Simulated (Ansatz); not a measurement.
# GeH₂ (singlet): wave-function methods side by side at distance Ge1–H3 = 2.917 Å, cc-pVTZ

How much of the correlation energy of GeH₂ (singlet) does each wave-function method recover here?

Method: cc-pVTZ, core rule «outside noble gas», up to 14 orbitals frozen; program: Ansatz 0.2.0, Gaussian basis.

Plan: UHF; CCSD(T) on RHF; CCSD(T) on UHF; BCCD(T) on RHF; CISD; CCSDT(Q) on RHF; CCSDT(Q) on UHF; CCSDTQ on RHF; CASSCF and MRCISD+Q, 2 electrons in 2 orbitals; CASSCF and NEVPT2, 2 electrons in 2 orbitals; CASSCF and MRCISD+Q, 6 electrons in 6 orbitals; CASSCF and NEVPT2, 6 electrons in 6 orbitals; Full CI.

### 1 What is computed

The geometry derives from a PBE0/def2-TZVP stationary point (not a proven minimum). One bond is set to the value named and the two fragments are kept rigid. No spin-orbit coupling is included. The filled d shell of Ge may be among the frozen orbitals whatever the setting's name suggests; the logs give the count.

3 atoms, charge 0, spin multiplicity 1.

Atoms are counted from 1 here; the program's logs count them from 0.

Bond lengths: Ge1–H2 1.594 Å.

### 2 UHF

Input file in.yaml:

```yaml
crystal:
  periodic: [false, false, false]
  atoms:
    - {symbol: Ge, position_ang: [0.000000, -0.042824, -0.012700]}
    - {symbol: H, position_ang: [0.000000, 1.078026, -1.146188]}
    - {symbol: H, position_ang: [0.000000, 2.008200, 2.061472]}
basis:
  gaussian: {orbitals: cc-pVTZ}
magnetization: {spin_polarized: true, initial_magnetization: 0}
hamiltonian: {xc: hf}
output: {orbitals: {seedname: orbitals}}
```

Started as:

```sh
> ansatz run in.yaml --threads 1 --pin off --events-out ev --progress --plain --max-ram 2513MiB --backend cpu
```

The runs that follow: CCSD(T) on RHF; CCSD(T) on UHF; BCCD(T) on RHF; CISD; CCSDT(Q) on RHF; CCSDT(Q) on UHF; CCSDTQ on RHF; CASSCF and MRCISD+Q, 2 electrons in 2 orbitals; CASSCF and NEVPT2, 2 electrons in 2 orbitals; CASSCF and MRCISD+Q, 6 electrons in 6 orbitals; CASSCF and NEVPT2, 6 electrons in 6 orbitals; Full CI.

**Question.** What will the summary of the whole plan be? Wanted: FCI below the RHF energy; RMP2 from FCI; UMP2 from FCI; RCCSD from FCI; RCCSD(T) from FCI; UCCSD(T) from FCI; RCCSDT(Q) from FCI; UCCSDT(Q) from FCI; NEVPT2 pair from FCI.

The runs gave:

```
                         quantity                                                                               value
         FCI below the RHF energy                                                                          -4.3608 eV
                    RMP2 from FCI                                                                         +1356.1 meV
                    UMP2 from FCI                                                                         +1067.0 meV
                   RCCSD from FCI                                                                          +237.4 meV
                RCCSD(T) from FCI                                                                           +26.3 meV
                UCCSD(T) from FCI                                                                          +133.2 meV
               RCCSDT(Q) from FCI                                                                            -1.1 meV
               UCCSDT(Q) from FCI                                                                            +3.3 meV
             NEVPT2 pair from FCI                                                                          +658.5 meV
          NEVPT2 valence from FCI                                                                          +554.5 meV
        MRCISD+Q valence from FCI                                                                            +9.0 meV
levels within 1 kcal/mol (43 meV)  RCCSD(T), BCCD(T), RCCSDT, UCCSDT, RCCSDT(Q), UCCSDT(Q), RCCSDTQ, MRCISD+Q valence
                    T1 diagnostic                                                                               0.061
   effectively unpaired electrons                                                                                0.67
```

RCCSD(T) misses by +26.3 meV, 0.6 % of the correlation energy. CCSD(T) misses by +26.3 meV on the restricted determinant and by +133.2 meV on the unrestricted one; the two need not hold the same state or core. The occupations show some static correlation. Of the multireference levels listed MRCISD+Q valence comes nearest in total energy (+9.0 meV), which doesn't show that its space is the better one. These misses are within one basis, not against nature.
